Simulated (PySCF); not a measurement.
F3Si2H3, in a box:

```
F Si H
1.0
    13.00000    0.00000    0.00000
     0.00000   13.00000    0.00000
     0.00000    0.00000   14.00000
F Si H
3 2 3
Direct
  0.36961 0.50031 0.60790
  0.51625 0.35554 0.42100
  0.44865 0.52517 0.35184
  0.48486 0.53384 0.58211
  0.52684 0.47729 0.42713
  0.49210 0.64769 0.58762
  0.55580 0.48710 0.65302
  0.63239 0.50469 0.39613
```

Base run:

- Program: PySCF 2.14.0
- Functional: WC
- Potentials or basis: 6-31g* (all-electron)
- k mesh: 1 × 1 × 1
- Occupations: fixed
- Spin: no spin polarisation

Its results: gap between the frontier levels 5.43 eV.

Question: After a change of settings the same cell gave: gap between the frontier levels 12.59 eV. Which change was it?
A. functional from WC to CAM-B3LYP; dispersion from none to D3(BJ)
B. functional from WC to LC-wPBE; dispersion from none to D4
C. functional from WC to BHandHLYP; dispersion from none to D3(BJ)

Answer: B.

Caveats: this is a molecule in a periodic box at the Γ point, so its band gap is the HOMO-LUMO gap; the basis of atomic orbitals isn't converged, which shifts pressures, moduli and gaps.

Not every run made on this cell is shown here.
